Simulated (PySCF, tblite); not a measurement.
**C₅H₁₆N₂Si: geometry, infrared bands and NMR shifts**

Wanted: the infrared bands and NMR shifts of C₅H₁₆N₂Si (`CN(N[SiH3])C(C)(C)C`), by calculation.

Computed with tblite 0.8.0 and PySCF 2.14.0, with density-fitted response routines of our own, on a single molecule in the gas phase. Atoms count from 0, in the outputs and in this text.

## Step 1: The molecule as given

24 atoms, charge 0, multiplicity 1; geometry from: force field or distance geometry start.

Bonds of the start (Å): C0–N1 1.45, N1–N2 1.39, N2–Si3 1.75, N1–C4 1.45, C4–C5 1.49, C4–C6 1.49, C4–C7 1.54, C0–H8 1.10, C0–H9 1.11, C0–H10 1.11, N2–H11 1.03, Si3–H12 1.44, Si3–H13 1.47, Si3–H14 1.49, C5–H15 1.11, C5–H16 1.12, C5–H17 1.12, C6–H18 1.09, C6–H19 1.12, C6–H20 1.12, C7–H21 1.11, C7–H22 1.11, C7–H23 1.10.

## Step 2: Optimising the geometry with GFN2-xTB

What the job is given:

```
{"job": {"kind": "relax", "xc": "GFN2-xTB", "basis": "xTB"}, "charge": 0, "multiplicity": 1}
C      0.499700    -1.791600    -0.291100
N      0.368200    -0.376500    -0.573000
N      1.313900     0.415700     0.059500
Si     2.933200     0.365900    -0.606300
C     -0.921400     0.167500    -0.213000
C     -1.264100     0.016800     1.231300
C     -2.056600    -0.300100    -1.051700
C     -0.760200     1.678900    -0.478300
H     -0.453500    -2.341400    -0.260600
H      1.127500    -2.322700    -1.030700
H      1.040100    -1.876400     0.675800
H      1.219100     0.476100     1.082000
H      3.070200    -0.378900    -1.834000
H      3.428800     1.738500    -0.810300
H      3.848000    -0.216100     0.409400
H     -1.224200    -1.047000     1.552300
H     -0.632800     0.643400     1.915100
H     -2.314200     0.350100     1.403700
H     -1.806000    -1.187600    -1.632200
H     -2.910300    -0.507800    -0.355300
H     -2.382500     0.548300    -1.703900
H      0.144600     2.004400     0.068300
H     -0.608700     1.762000    -1.577900
H     -1.670500     2.198200    -0.138000
```

Run with:

```
$ OMP_NUM_THREADS=1 python probes_run.py task.json out
```

The driver reads the jobs from task.json and runs them one after another.

**Question.** This job is followed by: GFN2-xTB harmonic vibrations, gas phase; GIAO PBE0/pcSseg-1 NMR shielding, non-relativistic, gas phase. What will the session give for the following? strongest single infrared mode (GFN2-xTB); zero-point energy (GFN2-xTB); 13C shifts against TMS (PBE0/pcSseg-1, means over atoms taken as alike); 1H shifts against TMS (PBE0/pcSseg-1, means over atoms taken as alike); 15N shifts against NH3 (PBE0/pcSseg-1); 29Si shifts against TMS (PBE0/pcSseg-1).

The runs gave:

```
                                                               quantity                       value
                              strongest single infrared mode (GFN2-xTB)       2159 cm⁻¹, 398 km/mol
                                           zero-point energy (GFN2-xTB)              127.5 kcal/mol
13C shifts against TMS (PBE0/pcSseg-1, means over atoms taken as alike)        58.9, 41.1, 26.0 ppm
 1H shifts against TMS (PBE0/pcSseg-1, means over atoms taken as alike)  4.65, 2.56, 1.24, 1.11 ppm
                                 15N shifts against NH3 (PBE0/pcSseg-1)              99.0, 81.2 ppm
                                29Si shifts against TMS (PBE0/pcSseg-1)                   -57.5 ppm
```

What this shows: The optimisation took 217 steps and gained 0.966 eV; among the close pairs (by a distance rule), C4–C5 changed most, from 1.492 to 1.538 Å. No mode is imaginary among the 66: a minimum at this level. The strongest single mode, at 2159 cm⁻¹, moves mainly H14. GFN2-xTB is a fitted tight-binding method: band positions and strengths are rough. Its intensities can rank the bands wrongly. C4 (fully substituted sp3 carbon bonded to N) lies farthest downfield among carbon, at 58.9 ppm; deshielded by the electronegative neighbour. At PBE0/pcSseg-1: The widest tensor belongs to N2: span 142 ppm, with a paramagnetic part of -135 ppm.
